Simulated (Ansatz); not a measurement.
# GeHCl: vertical ionisation energy

The task here is to estimate one member of a computed series from the others.

The runs use Ansatz 0.2.0, Gaussian basis; unrestricted cation, the program's frozen cores in correlated methods.

The runs, in order: UKS PBE-D4/def2-TZVPP; UKS r2SCAN-D4/def2-TZVPP; UKS PBE0-D4/def2-TZVPP; UKS B3LYP-D4/def2-TZVPP; UKS wB97X-V/def2-TZVPP; UKS wB97M-V/def2-TZVPP; UKS B2PLYP/def2-TZVPP; UHF-CCSD(T)/def2-TZVPP; UHF-MP2/def2-QZVPP; extrapolation to the limit; then −ε(HOMO) from the neutral's earlier runs with LDA (SPW92), PBE-D4, revPBE-D4, BLYP-D4, r2SCAN-D4, B97M-V, PBE0-D4, B3LYP-D4, r2SCANh-D4, r2SCAN0-D4, HSE06-D4, BHLYP-D4, CAM-B3LYP-D4, LC-ωPBE, ωB97X-V, ωB97M-V.

### The relaxed structure

All runs share one geometry, relaxed beforehand with PBE0-D4 in a triple-zeta def2 set.

SMILES `[Cl][GeH]`, 3 atoms, charge 0, spin multiplicity 1.

Atoms are counted from 1 here; the program's logs count them from 0.

Bond lengths: Cl1–Ge2 2.183 Å, Ge2–H3 1.600 Å. Angles: Cl1–Ge2–H3 93.7°.

The first run:

Contents of in.yaml:

```yaml
crystal:
  periodic: [false, false, false]
  atoms:
    - {symbol: Cl, position_ang: [1.196953, -0.889615, 0.550568]}
    - {symbol: Ge, position_ang: [-0.690993, -0.371669, -0.415190]}
    - {symbol: H, position_ang: [-0.516860, 1.196584, -0.148678]}
basis:
  gaussian: {orbitals: def2-TZVPP}
total_charge: 1
magnetization: {spin_polarized: true, initial_magnetization: 1}
hamiltonian: {xc: pbe, dispersion: d4}
```

The run is started by

```bash
> ansatz run in.yaml --threads 4 --pin off --events-out ev --progress --plain --max-ram 10444MiB
```

Among the steps run: Cation, UKS PBE-D4/def2-TZVPP; Cation, UKS r2SCAN-D4/def2-TZVPP; Cation, UKS PBE0-D4/def2-TZVPP; Cation, UKS B3LYP-D4/def2-TZVPP; Cation, UKS wB97X-V/def2-TZVPP; Cation, UKS wB97M-V/def2-TZVPP; Cation, UKS B2PLYP (frozen core)/def2-TZVPP; Cation, UHF-CCSD(T)/def2-TZVPP; Cation, UHF-MP2/def2-QZVPP.

One table of the session follows, with a row left open; its other results are not shown here.

Orbital estimates, from the neutral's runs:

| functional | −ε(HOMO) (eV) |
| --- | --- |
| LDA (SPW92) | 6.16 |
| PBE-D4 | 6.05 |
| revPBE-D4 | 6.01 |
| BLYP-D4 | 5.94 |
| r2SCAN-D4 | 6.34 |
| B97M-V | 6.34 |
| PBE0-D4 | 7.16 |
| B3LYP-D4 | 6.99 |
| r2SCANh-D4 | 6.74 |
| r2SCAN0-D4 | 7.35 |
| HSE06-D4 | 6.77 |
| BHLYP-D4 | ? |
| CAM-B3LYP-D4 | 8.46 |
| LC-ωPBE | 9.74 |
| ωB97X-V | 9.41 |
| ωB97M-V | 9.27 |

Estimate the missing values for BHLYP-D4.

Worked estimate for «−ε(HOMO) (eV)». Against the share of exact exchange, BLYP-D4 (0, 5.94), B3LYP-D4 (0.2, 6.99) give a slope of 5.25 per unit share; at 0.5 the line stands at 8.56.

The run gave: −ε(HOMO) (eV): 8.16. In «−ε(HOMO) (eV)» the line misses by +0.40.
